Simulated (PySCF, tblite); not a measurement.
**C₅H₉GaOSi: geometry, infrared bands and NMR shifts**

Aim: predict the infrared bands and NMR shifts of C₅H₉GaOSi (`C#CC1=[CH][GaH2-][O+]([SiH3])C1`).

Computed with tblite 0.8.0 and PySCF 2.14.0, with density-fitted response routines of our own, on a single molecule in the gas phase. Atoms count from 0, in the outputs and in this text.

### Step 1. The molecule as given

17 atoms, charge 0, multiplicity 1; geometry from: force field or distance geometry start.

Bonds of the start (Å): C0–C1 1.22, C1–C2 1.46, C2–C3 1.31, C3–Ga4 2.00, Ga4–O5 1.86, O5–Si6 1.73, O5–C7 1.37, C7–C2 1.43, C0–H8 1.06, C3–H9 1.08, Ga4–H10 1.56, Ga4–H11 1.59, Si6–H12 1.46, Si6–H13 1.47, Si6–H14 1.48, C7–H15 1.13, C7–H16 1.13.

### Step 2. Optimising the geometry with GFN2-xTB

The job: settings as JSON, then the geometry in Å.

```
{"job": {"kind": "relax", "xc": "GFN2-xTB", "basis": "xTB"}, "charge": 0, "multiplicity": 1}
C      3.599200     1.280500     0.172300
C      2.536600     0.700800     0.065700
C      1.261100    -0.002700    -0.050500
C      1.160800    -1.263800     0.280600
Ga    -0.746700    -1.789000    -0.043500
O     -0.952100    -0.177900    -0.959400
Si    -2.432000     0.580300    -0.485100
C      0.067000     0.624500    -0.526100
H      4.510200     1.803400     0.275500
H      1.891300    -1.953500     0.677500
H     -1.610500    -1.898500     1.256100
H     -0.857000    -2.970200    -1.098200
H     -2.296600     2.026300    -0.631100
H     -3.462700     0.142200    -1.430400
H     -2.760500     0.250600     0.924200
H     -0.262500     1.420800     0.207600
H      0.347400     1.238200    -1.436800
```

Launch:

```sh
OMP_NUM_THREADS=1 python probes_run.py task.json out
```

The driver reads the jobs from task.json and runs them one after another.

**Question.** This job is followed by: GFN2-xTB harmonic vibrations, gas phase; GIAO PBE0/pcSseg-1 NMR shielding, non-relativistic, gas phase. Predict these results of the whole session: strongest single infrared mode (GFN2-xTB); zero-point energy (GFN2-xTB); ¹³C shifts against TMS (PBE0/pcSseg-1); ¹H shifts against TMS (PBE0/pcSseg-1, means over atoms taken as alike); ¹⁷O shifts against H2O (PBE0/pcSseg-1); ²⁹Si shifts against TMS (PBE0/pcSseg-1); shieldings of Ga (PBE0/pcSseg-1).

**Answer**, as computed:

```
                                                              quantity                               value
                             strongest single infrared mode (GFN2-xTB)               1672 cm⁻¹, 680 km/mol
                                          zero-point energy (GFN2-xTB)                       67.4 kcal/mol
                                ¹³C shifts against TMS (PBE0/pcSseg-1)  167.4, 134.7, 86.8, 84.5, 78.0 ppm
¹H shifts against TMS (PBE0/pcSseg-1, means over atoms taken as alike)    8.05, 5.45, 5.06, 4.57, 2.68 ppm
                                ¹⁷O shifts against H2O (PBE0/pcSseg-1)                             4.5 ppm
                               ²⁹Si shifts against TMS (PBE0/pcSseg-1)                           -21.0 ppm
                                      shieldings of Ga (PBE0/pcSseg-1)                      Ga4 1372.6 ppm
```

What this shows: Relaxing lowered the energy by 1.348 eV in 169 steps; the close pair that moved most is Ga4–O5, from 1.865 to 2.124 Å. No mode is imaginary among the 45: a minimum at this level. The strongest single mode, at 1672 cm⁻¹, moves mainly H10 and H11. GFN2-xTB is a fitted tight-binding method: band positions and strengths are rough. Its intensities can rank the bands wrongly. At PBE0/pcSseg-1: The largest span, 302 ppm, is at C1, where the paramagnetic term is -144 ppm. Spin-orbit coupling is left out, which matters for shieldings and couplings at and beside the heavy atoms.
